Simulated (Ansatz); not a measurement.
# C2HF3O2: the cost of one run

Program: Ansatz 0.2.0 through its Python package. Level of theory: B3LYP/def2-SVP. These are calculated values, not measurements.

## Step 1: The structure

Bond lengths: O1–C2 1.359 Å, C2–O3 1.225 Å, C2–C4 1.532 Å, C4–F5 1.363 Å, C4–F6 1.362 Å, C4–F7 1.363 Å, O1–H8 0.981 Å. Angles: O1–C2–O3 118.6°, O1–C2–C4 114.1°, O3–C2–C4 127.3°, C2–O1–H8 104.5°, C2–C4–F5 112.3°, C2–C4–F6 112.9°, C2–C4–F7 112.3°, F5–C4–F6 106.3°, F5–C4–F7 106.3°, F6–C4–F7 106.3°.

Input file c2hf3o2.xyz:

```xyz
8

O     1.29780   -0.82920    0.35970
C     0.57850    0.25340   -0.03720
O     1.17710    1.28400   -0.31990
C    -0.93490    0.01800   -0.07520
F    -1.43470   -0.33310    1.14380
F    -1.63370    1.11830   -0.47130
F    -1.28120   -0.98330   -0.93340
H     2.23110   -0.52810    0.33340
```

## Step 2: The script

Contents of c2hf3o2.py:

```python
"""Harmonic frequencies of C2HF3O2 at its relaxed geometry."""

import ansatz as az
import numpy as np


def main() -> None:
    mol = az.Crystal.molecule_from_extxyz("c2hf3o2.xyz")

    calculation = (
        mol.calculation()
        .basis(gaussian="def2-SVP")
        .functional("b3lyp")
    )
    symbols = [site.symbol for site in mol.cartesian_sites]
    start = np.array([site.position_ang for site in mol.cartesian_sites], dtype=float)
    summary = calculation.relax(force_tolerance=0.003).run(threads=1, pin="off").report
    end = np.array(summary["positions_ang"])

    print("final positions (A) and the move of each atom")
    for symbol, xyz, old in zip(symbols, end, start):
        print(f"{symbol:2s} {xyz[0]:10.5f} {xyz[1]:10.5f} {xyz[2]:10.5f}   {np.linalg.norm(xyz - old):7.4f}")

    # frequencies need a stationary point, so they are taken at the relaxed geometry
    minimum = az.Crystal.molecule()
    for symbol, place in zip(symbols, end):
        minimum = minimum.atom(symbol, place.tolist())
    vibrating = (
        minimum.calculation()
        .basis(gaussian="def2-SVP")
        .functional("b3lyp")
        .phonons(temperatures=(298.15, 498.15, 100))
    )
    vib = vibrating.run(threads=1, pin="off").report["vibrations"]
    sums = vib["harmonic_sums"]
    modes = [m["omega_inv_cm"] for m in sums["modes_at_gamma"] if m["rigid_motion"] == "no"]
    for number, w in enumerate(modes, start=1):
        print(f"mode {number:2d} {w:9.1f} 1/cm {w / 8065.544 * 1000:8.2f} meV")
    print("imaginary modes:", sum(w < 0 for w in modes), " zero-point energy:", round(sums["zero_point_energy_ev"], 4), "eV")
    print("T (K)   F_vib (eV)   S_vib (meV/K)   C_vib (meV/K)")
    for row in zip(sums["temperatures_k"], sums["vibrational_free_energy_ev"], vib["entropy_ev_per_k"], vib["heat_capacity_ev_per_k"]):
        print(f"{row[0]:6.1f} {row[1]:11.4f} {1000 * row[2]:13.4f} {1000 * row[3]:15.4f}")


if __name__ == "__main__":
    main()
```

## Step 3: The calls as engine input

The engine receives this input (first run):

```yaml
crystal:
  periodic: [false, false, false]
  atoms:
    - { symbol: O, position_ang: [1.2978, -0.8292, 0.3597] }
    - { symbol: C, position_ang: [0.5785, 0.2534, -0.0372] }
    - { symbol: O, position_ang: [1.1771, 1.284, -0.3199] }
    - { symbol: C, position_ang: [-0.9349, 0.018, -0.0752] }
    - { symbol: F, position_ang: [-1.4347, -0.3331, 1.1438] }
    - { symbol: F, position_ang: [-1.6337, 1.1183, -0.4713] }
    - { symbol: F, position_ang: [-1.2812, -0.9833, -0.9334] }
    - { symbol: H, position_ang: [2.2311, -0.5281, 0.3334] }
basis:
  gaussian:
    orbitals: def2-SVP
hamiltonian:
  xc: b3lyp
relax:
  f_tol: 0.003
```

## Step 4: Launch

Run with:

```
> python c2hf3o2.py
```

**Question.** How long does this script take on 1 thread of Arm Neoverse V1, shared host, and how much memory does it need?

About 3.4 min, with a peak of 0.31 GiB.
